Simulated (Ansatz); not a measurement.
# C₃H₁₁BSi, SMILES C[SiH2]B(C)C: a single point in a Gaussian basis

Program: the Python package of Ansatz (0.2.0).

Typed at the interpreter:
```pycon
>>> import warnings
>>> import ansatz as az
>>> import numpy as np
>>> import pandas as pd
>>> warnings.simplefilter('ignore', az.DeckWarning)
>>> molecule = (
...     az.Crystal.molecule()
...     .atom('C', (0.0207, 2.1854, -0.737))
...     .atom('Si', (0.7763, 1.0399, 0.4423))
...     .atom('B', (-0.0362, -0.7219, 0.2135))
...     .atom('C', (0.9791, -1.9482, -0.1975))
...     .atom('C', (-1.5592, -0.9286, 0.4541))
...     .atom('H', (0.4256, 3.2516, -0.6331))
...     .atom('H', (0.1531, 1.8755, -1.7839))
...     .atom('H', (-1.0761, 2.305, -0.5411))
...     .atom('H', (0.5647, 1.5242, 1.8627))
...     .atom('H', (2.2255, 0.9838, 0.1924))
...     .atom('H', (0.5238, -2.3796, -1.1299))
...     .atom('H', (0.8749, -2.7306, 0.6108))
...     .atom('H', (1.9107, -1.6123, -0.3384))
...     .atom('H', (-1.8687, -1.9711, 0.3289))
...     .atom('H', (-1.813, -0.6467, 1.5169))
...     .atom('H', (-2.1241, -0.2489, -0.2165))
... )
>>> job = molecule.calculation()
>>> job = job.basis(gaussian='def2-SVP')
>>> job = job.functional(az.LibraryFunctional('B97'))
>>> job = job.forces()
>>> done = job.run(threads=1, backend='cpu')

>>> data = done.report
>>> data['n_occupied'], data['n_virtual']
([24, 24], [105, 105])
>>> data['positions_ang']
[[0.0207, 2.1854, -0.737], [0.7763, 1.0399, 0.4423], [-0.0362, -0.7219, 0.2135], [0.9791, -1.9482, -0.1975], [-1.5592, -0.9286, 0.4541], [0.4256, 3.2516, -0.6331], [0.1531, 1.8755, -1.7839], [-1.0761, 2.305, -0.5411], [0.5647, 1.5242, 1.8627], [2.2255, 0.9838, 0.1924], [0.5238, -2.3796, -1.1299], [0.8749, -2.7306, 0.6108], [1.9107, -1.6123, -0.3384], [-1.8687, -1.9711, 0.3289], [-1.813, -0.6467, 1.5169], [-2.1241, -0.2489, -0.2165]]
>>> for key in ('converged', 'free_energy_ev', 'reference_energy_ev', 'n_frozen', 'n_occupied', 'n_virtual'):
...     print(f'{key:22s} {data[key]}')
...
converged              True
free_energy_ev         -11836.476641189116
reference_energy_ev    -11836.476641189116
n_frozen               0
n_occupied             [24, 24]
n_virtual              [105, 105]
>>> state = data['mean_field']['state']
>>> print(f'mean field: {state["energy"]["hartree"]:.7f} Ha, <S^2> = {abs(state["spin_squared"]):.4f}, stability: {state.get("stability", {}).get("kind")}')
mean field: -434.9824935 Ha, <S^2> = 0.0000, stability: minimum
>>> symbols = [site.symbol for site in molecule.cartesian_sites]
>>> print('forces (eV/A)')
forces (eV/A)
>>> for symbol, f in zip(symbols, data['forces_ev_ang']):
...     print(f'  {symbol:2s} {f[0]:9.4f} {f[1]:9.4f} {f[2]:9.4f}')
...
  C    -0.9781    2.8275   -0.6819
  Si    0.6135    0.0087    1.3553
  B     1.0358   -1.7437   -0.0593
  C    -5.9055   -0.7903    0.9734
  C    -0.1854   -0.0361    0.6301
  H    -0.2484   -1.1113   -0.2175
  H     0.0060   -0.0149   -0.0940
  H     0.4248   -0.2212   -0.1737
  H     0.0638    0.0190   -0.1689
  H     0.5880    0.0549    0.0090
  H     0.4654   -0.0436    0.3725
  H     0.3134    0.3778   -0.6107
  H     4.2410    0.9981   -0.6242
  H    -0.3547   -0.2172   -0.2257
  H     0.0892    0.0492   -0.6579
  H    -0.1689   -0.1568    0.1735
>>> charges = data['charge_distribution']
>>> table = pd.DataFrame({'atom': symbols, 'mulliken': charges['mulliken_charges_e'], 'lowdin': charges['lowdin_charges_e']})
>>> table.round(3)
   atom  mulliken  lowdin
0     C    -0.294  -0.109
1    Si     0.349   0.318
2     B    -0.184  -0.362
3     C    -0.063   0.027
4     C    -0.064   0.025
5     H     0.065   0.027
6     H     0.056   0.017
7     H     0.058   0.021
8     H    -0.091  -0.067
9     H    -0.098  -0.077
10    H     0.048   0.047
11    H     0.055   0.052
12    H     0.015  -0.030
13    H     0.032   0.012
14    H     0.062   0.055
15    H     0.055   0.043
>>> print('dipole (e A):', np.round(charges['dipole_moment_e_ang'], 4) + 0.0)
dipole (e A): [-0.1993 -0.0694 -0.1108]
```

Caveats:
- Total energies depend on the basis set; only differences at equal settings carry meaning.
- The geometry is a force-field or estimated start, not a minimum of this method, and the basis set is short of its limit.
- The Löwdin charges here are taken after orthogonalising the functions within each atom; they differ from plain Löwdin charges, and their signs can be unphysical.
- Hardware and time: 19 s on 1 thread of Intel(R) Xeon(R) Platinum 8488C (Sapphire Rapids), on a shared host, peak memory 0.44 GiB.

(Lines on the test bed's own set-up are left out of the output.)
